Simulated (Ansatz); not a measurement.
Run this with Ansatz 0.2.0, Python API and show what comes out.

Input file `POSCAR_co2`:
```text
CO2
1.0
   2.63591123   -2.38737812    0.00000000
   2.63591123    2.38737812    0.00000000
   0.00000000    0.00000000    6.58717491
C O
2 4
Direct
   0.00000000    0.00000000    0.00000000
   0.50000000    0.50000000    0.50000000
   0.80650857    0.19349143    0.89184339
   0.19349143    0.80650857    0.10815661
   0.69349143    0.30650857    0.39184339
   0.30650857    0.69349143    0.60815661
```

Script `eps_co2.py`:
```python
'''High-frequency dielectric tensor and Born charges of CO2.'''

from dataclasses import dataclass
import warnings

import ansatz as az
from ase.io import read
import numpy as np


@dataclass(frozen=True)
class Settings:
    functional: str = 'lda'
    cutoff_ev: int = 420
    mesh: tuple[int, ...] = (5, 5, 3)
    filling: str = 'fixed'


opts = Settings()

warnings.simplefilter('ignore', az.DeckWarning)

atoms = read('POSCAR_co2', format='vasp')
xtal = az.Crystal.from_ase(atoms)

# an insulator: whole occupations
calculation = (
    xtal.calculation()
    .functional(opts.functional)
    .basis(opts.cutoff_ev)
    .kpoints(*opts.mesh)
    .occupations(opts.filling)  # whole-number filling, right only where there is a gap
    .dielectric()
)
done = calculation.run(threads=1)
response = done.dielectric
eps = np.asarray(response.eps_inf)

values = np.linalg.eigvalsh(eps)
print('principal values of eps_inf:', np.round(values, 3))
print('refractive indices:', np.round(np.sqrt(values), 3))
for index, (site, z) in enumerate(zip(done.lattice.sites, response.zstar_e)):
    print('Born charge tensor of', site.symbol, index)
    print(np.round(z, 3) + 0.0)
print(f'charge neutrality missed by {response.zstar_sum_residual_pre_e:.4f} e before the sum rule')
```

```console
$ python eps_co2.py
principal values of eps_inf: [1.792 2.103 2.282]
refractive indices: [1.338 1.45  1.511]
Born charge tensor of C 0
[[ 0.685  0.     0.   ]
 [ 0.     2.084 -0.835]
 [ 0.    -1.111  1.565]]
Born charge tensor of C 1
[[0.685 0.    0.   ]
 [0.    2.084 0.835]
 [0.    1.111 1.565]]
Born charge tensor of O 2
[[-0.343  0.     0.   ]
 [ 0.    -1.042  0.481]
 [ 0.     0.613 -0.783]]
Born charge tensor of O 3
[[-0.343  0.     0.   ]
 [ 0.    -1.042  0.481]
 [ 0.     0.613 -0.783]]
Born charge tensor of O 4
[[-0.343  0.     0.   ]
 [ 0.    -1.042 -0.481]
 [ 0.    -0.613 -0.783]]
Born charge tensor of O 5
[[-0.343  0.     0.   ]
 [ 0.    -1.042 -0.481]
 [ 0.    -0.613 -0.783]]
charge neutrality missed by 0.0000 e before the sum rule
```

Reading the output:
- With fixed filling the reported Fermi level is the top filled level among the k-points of the SCF.
- Averages over directions belong to no single polarisation, least of all in layered crystals.
- This cell is a computed structure, which may not be the phase found in nature.
- This is the electronic (clamped-ion) response; a semilocal gap that is too small tends to raise it. The typed mesh is that of the SCF; the response is solved on denser meshes that the run picks.
- Timing: 40 s on 1 thread of Arm Neoverse V1 (shared host), peak memory 0.59 GiB.

(Lines on the test bed's own set-up are left out of the output.)
